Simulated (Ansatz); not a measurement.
# LaSi (CsCl type): response to moved atoms and strain

Aim: move atoms of LaSi (CsCl type) or strain its cell, and read the forces, the stress and the rise in energy. This structure was made by substitution into a known type, so it needn't be the compound's stable form.

Method: DFT PBEsol, scalar-relativistic, plane waves, PAW, in Ansatz 0.2.0.

### Step 1. The system as given

It takes space group Pm-3m (No. 221, cubic). Conventional cell: a = 3.659 Å, b = 3.659 Å, c = 3.659 Å, α = 90.00°, β = 90.00°, γ = 90.00°. Around La (site symmetry m-3m) lie 8 Si at 3.17 Å. Around Si (site symmetry m-3m) lie 8 La at 3.17 Å.

As a file:

```cif
data_structure
_symmetry_space_group_name_H-M 'Pm-3m'
_symmetry_Int_Tables_number 221
_cell_length_a 3.6593
_cell_length_b 3.6593
_cell_length_c 3.6593
_cell_angle_alpha 90.000
_cell_angle_beta 90.000
_cell_angle_gamma 90.000
_cell_volume 49.00
loop_
_atom_site_label
_atom_site_type_symbol
_atom_site_symmetry_multiplicity
_atom_site_Wyckoff_symbol
_atom_site_fract_x
_atom_site_fract_y
_atom_site_fract_z
_atom_site_occupancy
La1 La 1 a 0.00000 0.00000 0.00000 1
Si1 Si 1 b 0.50000 0.50000 0.50000 1
```

This cell comes from an earlier session at PBEsol: 24.500 Å³/atom at 0.01 GPa, on a 8×8×8 mesh.

The changes: atom 2 (Si) moved 0.2 Å along x; strain e5 = +0.02, atoms carried along.

### Step 2. Atom 2 (Si) moved 0.2 Å along x

File input.yaml:

```yaml
crystal:
  lattice:
    - [3.65930571, 0.0, 0.0]
    - [0.0, 3.65930571, 0.0]
    - [0.0, 0.0, 3.65930571]
  atoms:
    - { symbol: La, position: [0.0, 0.0, 0.0] }
    - { symbol: Si, position: [0.5546551767, 0.5, 0.5] }
basis:
  ecutwfc: 420
  ecutrho_ratio: 4
kpoints:
  mp_grid: { grid: [8, 8, 8] }
hamiltonian:
  xc: pbesol
scf:
  occupations: { method: gaussian, width: 0.05 }
output:
  forces: true
  stress: true
  eigenvalues: true
```

Log (excerpt; [...] marks lines left out):

```text
Warning: RAYON_NUM_THREADS=4 ignored (pool sized by the plan → 4); use --threads N
[...]
Pseudopotentials: kind: paw
Pseudopotential: La, paw, valence charge 11, recommended cutoff 420 eV (normal), La.paw.azcp
Pseudopotential: Si, paw, valence charge 4, recommended cutoff 420 eV (normal), Si.paw.azcp
Functional definition: PBEsol
[...]
Crystal: 2 atoms, lattice volume = 49.000 Å³
Basis set: ecut = 420 eV, 949 PW (Γ), exchange–correlation on 50×50×50 points (8 copies of the dense FFT grid, shifted against one another)
Bands: 12, of which v1, the nominal top of the filled ones, is band 8 counted from 1 (7 counted from 0)
Symmetry: 8 space group operations
Space group: P4mm (ITA 99), of the structure as read, at distance tolerance 3.7e-5 Å
k-points: 75 of 512 (time reversal used)
[...]
SCF iter   1: F=—  HF=-6783.628012 eV  |F-HF|=—  |Δ(HF+E_count)|=         —  Δρ=4.12e-3  dr2=6.93e-3  ethr=1.77e-3  ⟨swp⟩=4.9  Hψ=4815  notcnv=0
[...]
SCF iter   6: F=-6783.626221 eV  HF=-6783.626221 eV  |F-HF|=7.76e-10  |Δ(HF+E_count)|=   2.02e-8  Δρ=3.65e-6  dr2=3.87e-9  ethr=6.45e-10  ⟨swp⟩=4.9  Hψ=3809  notcnv=0
[...]
SCF converged after 6 iterations
Free energy (F): -6783.626221 eV
[...]
E sigma→0 (E₀):  -6783.624918 eV
Entropy (-TS):   -0.002606 eV (-1.303 meV/atom)
Fermi energy:    11.249382 eV
[...]
--- Forces (eV/Å), atoms counted from 1 ---
  atom   1  La     0.57474385     0.00000000     0.00000000
  atom   2  Si    -0.57475728    -0.00000000     0.00000000
[...]
--- Stress (GPa, compression-positive) ---
       -0.724170       0.000000       0.000000
        0.000000       1.561236       0.000000
        0.000000       0.000000       1.561236
  P = ⅓ Tr σ = 0.7994 GPa (7.994 kbar)
--- Band table (eV; the first three rows and the last of 75) ---
  k-point 0: bands = ["-21.3139", "-4.6572", "-4.6497", "-4.6497", "2.6523", "9.9282", "10.0516", "12.1639", "12.1639", "12.3467", "13.4036", "13.4036"]
[...]
```

Run time: 2.6 s. Hardware: 4 threads of an Arm CPU, shared host; peak memory 0.39 GiB.

In short: volume 24.500 Å³/atom, pressure 0.80 GPa, a metal on this mesh.

Forces on the atoms, as numbers:

| atom | x (eV/Å) | y (eV/Å) | z (eV/Å) |
| --- | --- | --- | --- |
| La1 | 0.575 | 0.000 | 0.000 |
| Si2 | -0.575 | 0.000 | 0.000 |

### Step 3. Strain e5 = +0.02, atoms carried along

File input.yaml:

```yaml
crystal:
  lattice:
    - [3.65930571, 0.0, 0.0365930571]
    - [0.0, 3.65930571, 0.0]
    - [0.0365930571, 0.0, 3.65930571]
  atoms:
    - { symbol: La, position: [0.0, 0.0, 0.0] }
    - { symbol: Si, position: [0.5, 0.5, 0.5] }
basis:
  ecutwfc: 420
  ecutrho_ratio: 4
kpoints:
  mp_grid: { grid: [8, 8, 8] }
hamiltonian:
  xc: pbesol
scf:
  occupations: { method: gaussian, width: 0.05 }
output:
  forces: true
  stress: true
  eigenvalues: true
```

Log (excerpt; [...] marks lines left out):

```text
Warning: RAYON_NUM_THREADS=4 ignored (pool sized by the plan → 4); use --threads N
[...]
Pseudopotentials: kind: paw
Pseudopotential: La, paw, valence charge 11, recommended cutoff 420 eV (normal), La.paw.azcp
Pseudopotential: Si, paw, valence charge 4, recommended cutoff 420 eV (normal), Si.paw.azcp
Functional definition: PBEsol
[...]
Crystal: 2 atoms, lattice volume = 48.995 Å³
Basis set: ecut = 420 eV, 949 PW (Γ), exchange–correlation on 50×50×50 points (8 copies of the dense FFT grid, shifted against one another)
Bands: 12, of which v1, the nominal top of the filled ones, is band 8 counted from 1 (7 counted from 0)
Symmetry: 8 space group operations
Space group: Cmmm (ITA 65), of the structure as read, at distance tolerance 3.7e-5 Å
k-points: 105 of 512
[...]
SCF iter   1: F=—  HF=-6783.687324 eV  |F-HF|=—  |Δ(HF+E_count)|=         —  Δρ=4.00e-3  dr2=6.55e-3  ethr=1.77e-3  ⟨swp⟩=4.8  Hψ=6646  notcnv=0
[...]
SCF iter   6: F=-6783.685656 eV  HF=-6783.685656 eV  |F-HF|=3.11e-10  |Δ(HF+E_count)|=   1.48e-8  Δρ=2.89e-6  dr2=1.50e-9  ethr=3.76e-10  ⟨swp⟩=4.3  Hψ=5496  notcnv=0
[...]
SCF converged after 6 iterations
Free energy (F): -6783.685656 eV
[...]
E sigma→0 (E₀):  -6783.684464 eV
Entropy (-TS):   -0.002385 eV (-1.192 meV/atom)
Fermi energy:    11.275512 eV
[...]
--- Forces (eV/Å), atoms counted from 1 ---
  atom   1  La     0.00000000     0.00000000     0.00000000
  atom   2  Si     0.00000000     0.00000000     0.00000000
[...]
--- Stress (GPa, compression-positive) ---
       -0.072470       0.000000      -0.092752
        0.000000       0.277315       0.000000
       -0.092752       0.000000      -0.072470
  P = ⅓ Tr σ = 0.0441 GPa (0.441 kbar)
--- Band table (eV; the first three rows and the last of 105) ---
  k-point 0: bands = ["-21.3202", "-4.6659", "-4.6497", "-4.6352", "2.6380", "10.0752", "10.0781", "12.1688", "12.1811", "12.1904", "13.3929", "13.3999"]
[...]
```

Wall time 2.3 s (4 threads of an Arm CPU, shared host); peak memory 0.39 GiB.

Read off: volume 24.498 Å³/atom, pressure 0.04 GPa, a metal on this mesh.

### Step 4. Results

| change | change of free energy (meV/atom) | largest force (eV/Å) | largest change of stress (GPa) |
| --- | --- | --- | --- |
| atom 2 (Si) moved 0.2 Å along x | 29.81 | 0.575 | 1.55 |
| strain e5 = +0.02, atoms carried along | 0.09 | 0.000 | 0.26 |

Moving atom 2 by 0.20 Å meets a restoring force of 0.575 eV/Å along the move, a force constant of about 2.9 eV/Å². Under e5 = +0.02 the matching stress changes by -0.09 GPa (compression positive), while the largest change is +0.26 GPa in component yy. The response isn't the plain linear one, so no stiffness is quoted. Not one of these changes lowers the energy.
